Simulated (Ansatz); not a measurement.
# CH3CuO, SMILES C[O][Cu]: an active-space calculation

Computed with Ansatz's Python interface.

Input file `ch3cuo.xyz`:
```text
6

C     0.54140   -0.20260   -0.00640
O    -0.17840    0.94420   -0.54490
Cu   -2.40700    0.52750    0.16380
H     0.13270   -1.07670   -0.44350
H     1.57100   -0.10670   -0.29960
H     0.38240   -0.14970    1.08430
```

The cells in order, each with its output:

```python
import ansatz as az
```

```python
ch3cuo = az.Crystal.molecule_from_extxyz("ch3cuo.xyz")

base = (
    ch3cuo.calculation()
    .basis(gaussian="def2-SVP")
    .correlation(active_electrons=2, active_orbitals=3)
)
for method in ["sc_nevpt2"]:
    summary = (base if method is None else base.correlation(method)).run(threads=1).report
    space = summary["configurations"]
    state = space["states"][0]
    print(method or "casscf", f"total {summary['free_energy_ev'] / 27.211386246:.6f} Ha, active-space state {state['energy']['hartree']:.6f} Ha, mean field {summary['reference_energy_ev'] / 27.211386246:.6f} Ha")
    print("  determinants", state["n_determinants"], " natural occupations", [round(n, 3) for n in space["natural_occupations"]])
```

    sc_nevpt2 total -1753.701573 Ha, active-space state -1753.030369 Ha, mean field -1752.998507 Ha
      determinants 9  natural occupations [1.867, 0.133, 0.001]

Caveats:
- Total energies depend on the basis set; only differences at equal settings carry meaning.
- The geometry is a force-field or estimated start, not a minimum of this method, and the basis set is short of its limit. The active space starts as a window about the frontier orbitals and is then optimised, not chosen by chemistry.
- It ran for 6.2 s on 1 thread of Arm Neoverse V1, on a shared host, peak memory 0.22 GiB.
